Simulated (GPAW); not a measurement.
InSb3 in GPAW: the effect of strain hydrostatic

The system is InSb3.

```xyz
4
Lattice="4.6141 0.0000 0.0000 0.0000 4.6141 0.0000 0.0000 0.0000 4.6141" Properties=species:S:1:pos:R:3 pbc="T T T"
Sb    2.3071    2.3071    0.0000
Sb    0.0000    2.3071    2.3071
Sb    2.3071    0.0000    2.3071
In    0.0000    0.0000    0.0000
```

The cell comes from a database or a generator and needn't be the stable form of this composition.

Alike in all runs:

- Program: GPAW 26.7.0
- Task: band structure
- Functional: PBEsol
- Potentials or basis: PAW data sets generated in the run's folder for this functional
- Cutoff: 600 eV
- Basis: pw
- k mesh: 6 × 6 × 6
- Occupations: fermi-dirac, width 0.05 eV
- Spin: no spin polarisation
- Maxiter: 150
- Band path: GXMGRX,MR
- Band points: 100

| strain hydrostatic | pressure (GPa) |
| --- | --- |
| -0.04 | 4.7 |
| -0.02 | 0.3 |
| -0.01 | -1.5 |
| 0 | -3.0 |
| 0.01 | -4.2 |
| 0.02 | -5.3 |
| 0.04 | ? |

Task: What does the run with strain hydrostatic 0.04 give?

Result: Pressure -6.8 GPa.

Worked out: A parabola through the other rows of the pressure, of slope -33.7 GPa per unit of strain hydrostatic there, extrapolates to -6.5 GPa, against the run's -6.8.

Caveats: the density grid can change from cell to cell, which puts small steps into energies and stress.
